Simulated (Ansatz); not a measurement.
From input file to script: C₂H₆O₂Si, SMILES OC1CO[SiH2]1 in Ansatz 0.2.0.

```yaml
crystal:
  periodic: [false, false, false]
  atoms:
    - { symbol: O, position_ang: [-1.459, 1.0812, 0.0755] }
    - { symbol: C, position_ang: [-0.1845, 0.6033, 0.2991] }
    - { symbol: C, position_ang: [-0.1149, -0.7982, 0.9553] }
    - { symbol: O, position_ang: [1.0669, -1.323, 0.138] }
    - { symbol: Si, position_ang: [0.6849, -0.2918, -1.1299] }
    - { symbol: H, position_ang: [-1.3776, 1.998, -0.3827] }
    - { symbol: H, position_ang: [0.4809, 1.3577, 0.788] }
    - { symbol: H, position_ang: [0.2508, -0.7529, 2.0195] }
    - { symbol: H, position_ang: [-0.9868, -1.4009, 0.9479] }
    - { symbol: H, position_ang: [1.9186, 0.3763, -1.5845] }
    - { symbol: H, position_ang: [-0.2141, -0.9067, -2.1057] }
basis:
  gaussian: { orbitals: STO-3G }
hamiltonian:
  xc: cam_b3lyp
output:
  forces: true
```

On the command line:
```console
$ ansatz run input.yaml --threads 1 --pin off --max-ram 4096MiB --backend cpu --events-out ev --progress --plain --runs-dir out
Engine: ansatz 0.2.0, aarch64-unknown-linux-gnu
Functional definition: CAM-B3LYP
  parameter alpha = 0.19
  parameter beta = 0.46
  parameter omega = 0.33/bohr
  parameter ac = 0.81
  exchange = (1 - alpha - beta)*b88_x + beta*b88_x_sr(omega) + alpha*exact_x + beta*exact_x_lr(omega)
  correlation = (1 - ac)*vwn5_c + ac*lyp_c
471 factors; integrals over basis functions are off by at most 3.0e-5 eV
187 factors; integrals over basis functions are off by at most 2.1e-6 eV
mean field evaluation 1: about -13961.3048 eV, gradient 3.0e1 eV
mean field evaluation 2: about -13962.0657 eV, gradient 2.9e1 eV
mean field evaluation 4: about -13964.4384 eV, gradient 9.1e-1 eV
mean field evaluation 8: about -13964.4030 eV, gradient 1.1e-2 eV
mean field -13964.40295462 eV, -513.1823431701 hartree, gradient 4.6e-5 eV, S^2 0.000000; 0 other end points of the search recorded, 0 dependent functions left out
the calculation of the forces begins
reference -13964.40304459 eV, -513.1823464762 hartree; 24, 24 occupied and 11, 11 virtual orbitals, 471 factors
Total energy: -13964.40304459 eV, -513.1823464762 hartree
Atom 0 at    -1.459000     1.081200     0.075500 Å, force    -4.158260     1.398365     0.049238 eV/Å
Atom 1 at    -0.184500     0.603300     0.299100 Å, force     2.037154     0.424256    -1.714101 eV/Å
Atom 2 at    -0.114900    -0.798200     0.955300 Å, force     4.519674     0.513672     1.898349 eV/Å
Atom 3 at     1.066900    -1.323000     0.138000 Å, force    -1.102643    -1.710927     2.065165 eV/Å
Atom 4 at     0.684900    -0.291800    -1.129900 Å, force     0.957495     1.787294    -1.140944 eV/Å
Atom 5 at    -1.377600     1.998000    -0.382700 Å, force     0.472175    -0.564907     0.329635 eV/Å
Atom 6 at     0.480900     1.357700     0.788000 Å, force    -0.060031    -0.586173     0.186356 eV/Å
Atom 7 at     0.250800    -0.752900     2.019500 Å, force    -0.532242    -0.109687    -0.523885 eV/Å
Atom 8 at    -0.986800    -1.400900     0.947900 Å, force    -1.849163    -0.999158    -0.567983 eV/Å
Atom 9 at     1.918600     0.376300    -1.584500 Å, force    -0.729118    -0.576037    -0.513785 eV/Å
Atom 10 at    -0.214100    -0.906700    -2.105700 Å, force     0.444960     0.423300    -0.068044 eV/Å
Dipole moment:     0.021857     0.341201    -0.279962 e Å
```

`energy.py`
```python
"""Single point of C2H6O2Si."""

import warnings

import ansatz as az
import numpy as np
import pandas as pd

warnings.simplefilter("ignore", az.DeckWarning)

geometry_ang = [
    ("O", (-1.459, 1.0812, 0.0755)),
    ("C", (-0.1845, 0.6033, 0.2991)),
    ("C", (-0.1149, -0.7982, 0.9553)),
    ("O", (1.0669, -1.323, 0.138)),
    ("Si", (0.6849, -0.2918, -1.1299)),
    ("H", (-1.3776, 1.998, -0.3827)),
    ("H", (0.4809, 1.3577, 0.788)),
    ("H", (0.2508, -0.7529, 2.0195)),
    ("H", (-0.9868, -1.4009, 0.9479)),
    ("H", (1.9186, 0.3763, -1.5845)),
    ("H", (-0.2141, -0.9067, -2.1057)),
]
c2h6o2si = az.Crystal.molecule()
for symbol, xyz in geometry_ang:
    c2h6o2si = c2h6o2si.atom(symbol, xyz)

model = (
    c2h6o2si.calculation()
    .basis(gaussian="STO-3G")
    .functional("cam_b3lyp")
    .forces()
)
outcome = model.run(threads=1)
r = outcome.report

print(f"E = {r['free_energy_ev']:.6f} eV = {r['free_energy_ev'] / 27.211386246:.7f} Ha")
print("converged:", r["converged"], " doubts:", r["published_state_doubts"] or "none")

field = r["mean_field"]
print("<S^2> =", round(abs(field["state"]["spin_squared"]), 4), " all-electron relativity setting:", field["relativity"])
print("passes:", field["passes"])
if "symmetry" in field:
    print("occupied orbitals by irrep:", field["symmetry"]["occupied"])

symbols = [site.symbol for site in c2h6o2si.cartesian_sites]
forces = np.array(r["forces_ev_ang"])
print("largest force", round(float(np.linalg.norm(forces, axis=1).max()), 4), "eV/A, rms", round(float(np.sqrt((forces ** 2).mean())), 4))

charges = r["charge_distribution"]
table = pd.DataFrame({"atom": symbols, "mulliken": charges["mulliken_charges_e"], "lowdin": charges["lowdin_charges_e"]})
print(table.round(3).to_string())
print("dipole (e A):", np.round(charges["dipole_moment_e_ang"], 4) + 0.0)
```

```console
$ python energy.py
E = -13964.403045 eV = -513.1823465 Ha
converged: True  doubts: none
<S^2> = 0.0  all-electron relativity setting: none
passes: {'evaluations': 13, 'products': 10}
occupied orbitals by irrep: [{'A': 24}, {'A': 24}]
largest force 4.929 eV/A, rms 1.4821
   atom  mulliken  lowdin
0     O    -0.270  -0.187
1     C    -0.129  -0.100
2     C    -0.101  -0.038
3     O    -0.346  -0.285
4    Si     0.705   0.606
5     H     0.171   0.126
6     H     0.059   0.026
7     H     0.069   0.036
8     H     0.089   0.049
9     H    -0.127  -0.121
10    H    -0.118  -0.113
dipole (e A): [ 0.0219  0.3412 -0.28  ]
```

Reading the output:
- The settings weren't tested for convergence.
- The geometry is a force-field or estimated start, not a minimum of this method, and the basis set is short of its limit.
- The Löwdin charges here are taken after orthogonalising the functions within each atom; they differ from plain Löwdin charges, and their signs can be unphysical.
- The whole script took 2.6 s on 1 thread of Arm Neoverse V2, on a shared host, peak memory 0.21 GiB.

(A comment or docstring line of the script was reworded after the run, the code is as it ran; lines on the test bed's own set-up are left out of the output.)
